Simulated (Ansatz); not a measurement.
# Mg3CdTe4: the cost of one run

Computed with Ansatz 0.2.0 (DFT PBE, scalar-relativistic, plane waves, PAW, unless a step's input says otherwise).

## 1. The system as given

The structure is cubic, space group P-43m (No. 215). Conventional cell: a = 5.975 Å, b = 5.975 Å, c = 5.975 Å, α = 90.00°, β = 90.00°, γ = 90.00°. Mg (site symmetry -42m) has 4 Te at 2.59 Å as nearest neighbours. Cd (site symmetry -43m) is surrounded by 4 Te at 2.59 Å. Te (site symmetry 3m) has 3 Mg at 2.59 Å and 1 Cd at 2.59 Å as nearest neighbours.

Structure file:

```cif
data_structure
_symmetry_space_group_name_H-M 'P 1'
_symmetry_Int_Tables_number 1
_cell_length_a 5.9745
_cell_length_b 5.9745
_cell_length_c 5.9745
_cell_angle_alpha 90.000
_cell_angle_beta 90.000
_cell_angle_gamma 90.000
_cell_volume 213.26
loop_
_atom_site_label
_atom_site_type_symbol
_atom_site_fract_x
_atom_site_fract_y
_atom_site_fract_z
_atom_site_occupancy
Mg1 Mg 0.00000 0.00000 0.50000 1
Mg2 Mg 0.00000 0.50000 0.00000 1
Mg3 Mg 0.50000 0.00000 0.00000 1
Cd1 Cd 0.50000 0.50000 0.50000 1
Te1 Te 0.75000 0.75000 0.75000 1
Te2 Te 0.75000 0.25000 0.25000 1
Te3 Te 0.25000 0.75000 0.25000 1
Te4 Te 0.25000 0.25000 0.75000 1
```

The start is an ordering of an alloy on its end members' structure types: elements ordered on the sites of the CdTe type, Cd/Mg on Cd (P-43m, No. 215).

## 2. The guess as it stands, on a coarse mesh

input.yaml reads:

```yaml
crystal:
  lattice:
    - [5.97453492, 0.0, 0.0]
    - [0.0, 5.97453492, 0.0]
    - [0.0, 0.0, 5.97453492]
  atoms:
    - { symbol: Mg, position: [0.0, 0.0, 0.5] }
    - { symbol: Mg, position: [0.0, 0.5, 0.0] }
    - { symbol: Mg, position: [0.5, 0.0, 0.0] }
    - { symbol: Cd, position: [0.5, 0.5, 0.5] }
    - { symbol: Te, position: [0.75, 0.75, 0.75] }
    - { symbol: Te, position: [0.75, 0.25, 0.25] }
    - { symbol: Te, position: [0.25, 0.75, 0.25] }
    - { symbol: Te, position: [0.25, 0.25, 0.75] }
basis:
  ecutwfc: 420
kpoints:
  mp_grid: { grid: [4, 4, 4] }
hamiltonian:
  xc: pbe
scf:
  occupations: { method: gaussian, width: 0.1 }
  lower_state_search: "off"
output:
  forces: true
  stress: true
  eigenvalues: true
```

Started as:

```sh
> ansatz run input.yaml --threads 1 --pin off --max-ram 2560MiB --backend cpu --events-out ev --progress --plain --runs-dir out
```

Q: Estimate wall time and peak memory on 1 thread of Intel Xeon at 2.50GHz (Skylake/Cascade Lake), shared host.

About 22 s, with a peak of 0.46 GiB.
